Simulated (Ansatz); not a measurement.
Working through relaxations under a series of pressures of Li, space group R-3m

With Ansatz 0.2.0 through its Python package.

Notebook, run cell by cell (the value of a cell's last expression is shown):

```python
import ansatz as az
import numpy as np
import pandas as pd
```

```python
def edges_and_angles(cell):
    cell = np.asarray(cell)
    a, b, c = np.linalg.norm(cell, axis=1)
    cosines = cell[1] @ cell[2] / (b * c), cell[0] @ cell[2] / (a * c), cell[0] @ cell[1] / (a * b)
    return (a, b, c, *np.degrees(np.arccos(cosines)))

lattice = az.Lattice.of(
    (1.5505, 0.895182, 7.5883),
    (-1.5505, 0.895182, 7.5883),
    (0.0, -1.790363, 7.5883),
)
sites = [
    ("Li", (0.0, 0.0, 0.0)),
    ("Li", (0.222, 0.222, 0.222)),
    ("Li", (0.778, 0.778, 0.778)),
]
system = az.Crystal(lattice=lattice)
for symbol, position in sites:
    system = system.atom(symbol, position)
```

```python
job = (
    system.calculation()
    .functional(az.Functional.LDA)
    .basis(31 * az.Ry)
    .occupations("Fermi-Dirac")
    .kpoints(10)
)
```

```python
# H = F + PV, with 1 GPa A^3 = 1/160.21766 eV
rows = []
for pressure in [0, 5, 10, 20]:
    res = job.relax(cell=True, pressure=pressure, force_tolerance=0.05, max_steps=100).run(threads=1)
    cell = res.lattice.cell_ang
    n_atoms = len(res.lattice.sites)
    volume = abs(np.linalg.det(cell)) / n_atoms
    enthalpy = res.report["free_energy_ev"] / n_atoms + pressure * volume / 160.21766
    rows.append((pressure, volume, enthalpy, *edges_and_angles(cell)))
    print(f"{pressure} GPa done: {volume:.4f} A^3/atom")
```

    0 GPa done: 18.9782 A^3/atom
    5 GPa done: 15.1155 A^3/atom
    10 GPa done: 13.1993 A^3/atom
    20 GPa done: 11.0710 A^3/atom

```python
table = pd.DataFrame(rows, columns=["P_GPa", "V_A3_atom", "H_eV_atom", "a", "b", "c", "alpha", "beta", "gamma"])
print(table.round(4).to_string(index=False))
p, v = np.array([row[0] for row in rows], float), np.array([row[1] for row in rows])
print("mean bulk modulus between rows (GPa):", np.round(-np.diff(p) / np.diff(np.log(v)), 1))
```

     P_GPa  V_A3_atom  H_eV_atom      a      b      c   alpha    beta   gamma
         0    18.9782  -201.6503 7.4685 7.4685 7.4685 23.2388 23.2388 23.2388
         5    15.1155  -201.1276 6.9239 6.9239 6.9239 23.2336 23.2336 23.2336
        10    13.1993  -200.6883 6.6145 6.6145 6.6145 23.2530 23.2530 23.2530
        20    11.0710  -199.9380 6.2224 6.2224 6.2224 23.3441 23.3441 23.3441
    mean bulk modulus between rows (GPa): [22.  36.9 56.9]

The volume falls from 18.98 Å³ an atom at 0 GPa to 11.07 at 20 GPa, by 41.7 %. Between 0 and 5 GPa, -V dP/dV is about 22 GPa, a mean over that step.

Notes:
- Total energies depend on the potentials; only differences at equal settings carry meaning.
- At a fixed pressure a relaxation lowers the enthalpy F + PV, while F alone can rise.
- For a metal this k-point mesh is coarse: on a finer one energies can move by several to tens of meV an atom and pressures by half a GPa or more, differences at one mesh by less.
- These metals are very soft, so angles and axial ratios aren't settled by this mesh and stress tolerance.
- Edges and angles are those of the cell as typed, here a primitive one, not of the conventional cell.
- This isn't the structure that Li takes at ambient conditions.
- Symmetry holds the cell in this phase, whether or not it is the stable one at each pressure.
- It ran for 83 s on 1 thread of Arm Neoverse V1 (shared host), peak memory 0.47 GiB.
